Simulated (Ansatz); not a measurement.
# H3C2Cl: the cost of one run

All numbers below are computed with Ansatz 0.2.0 (DFT PBE+D3(BJ), plane waves, PAW, scalar-relativistic, no spin polarisation).

## (1) The structure to begin with

The cell holds 24 atoms (C8H12Cl4): a = 7.851 Å, b = 7.851 Å, c = 7.851 Å, α = 90.00°, β = 90.00°, γ = 90.00°.

The coordinates stand in the first input below.

## (2) Preparing the start

File input.yaml:

```yaml
accuracy: low
crystal:
  lattice:
    - [7.851424, 0.0, 0.0]
    - [0.0, 7.851424, 0.0]
    - [0.0, 0.0, 7.851424]
  atoms:
    - { symbol: Cl, position: [0.1834555, 0.301858, 0.5346367] }
    - { symbol: H, position: [0.3420958, 0.3118288, 0.4984295] }
    - { symbol: Cl, position: [0.6983817, 0.4328489, 0.1256569] }
    - { symbol: H, position: [0.844753, 0.4169036, 0.055669] }
    - { symbol: Cl, position: [1.0584691, 0.5865975, 0.2163558] }
    - { symbol: H, position: [0.9071305, 0.6423864, 0.2400489] }
    - { symbol: Cl, position: [0.1225984, 0.1177625, 0.1191824] }
    - { symbol: H, position: [0.004004, 0.2166694, 0.0669339] }
    - { symbol: C, position: [0.4238421, 0.9312039, 0.3045548] }
    - { symbol: C, position: [0.4265319, 0.9354429, 0.1497394] }
    - { symbol: H, position: [0.4288894, 0.9391583, 0.0140507] }
    - { symbol: H, position: [0.4214847, 0.9274886, 0.4402435] }
    - { symbol: C, position: [0.8833052, 0.7605763, 0.5289646] }
    - { symbol: C, position: [0.7388725, 0.7241309, 0.486492] }
    - { symbol: H, position: [0.6122837, 0.6921881, 0.4492667] }
    - { symbol: H, position: [1.009894, 0.792519, 0.56619] }
    - { symbol: C, position: [0.8590961, 0.1320738, 0.8271753] }
    - { symbol: C, position: [0.880575, 0.2660863, 0.7525276] }
    - { symbol: H, position: [0.8994003, 0.3835423, 0.6871021] }
    - { symbol: H, position: [0.8402708, 0.0146177, 0.8926008] }
    - { symbol: C, position: [0.554824, 0.3866245, 0.7130923] }
    - { symbol: C, position: [0.4715726, 0.4545183, 0.8246836] }
    - { symbol: H, position: [0.3986064, 0.5140242, 0.9224885] }
    - { symbol: H, position: [0.6277902, 0.3271185, 0.6152875] }
basis:
  ecutwfc: 420.0
kpoints:
  mp_grid: { grid: [1, 1, 1] }
hamiltonian:
  xc: pbe
  dispersion: d3bj
scf:
  occupations: { method: fermi_dirac, width: 0.05 }
  lower_state_search: "off"
relax:
  f_tol: 0.3
  max_steps: 15
  adjacent_minimum: "off"
```

The run is started by

```sh
> ansatz run input.yaml --threads 1 --pin off --max-ram 3072MiB --backend cpu --events-out ev --progress --plain --runs-dir out
```

What time and memory should one allow on 1 thread of Intel Xeon Platinum 8488C (Sapphire Rapids), shared host?

About 22 s, with a peak of 0.5 GiB.
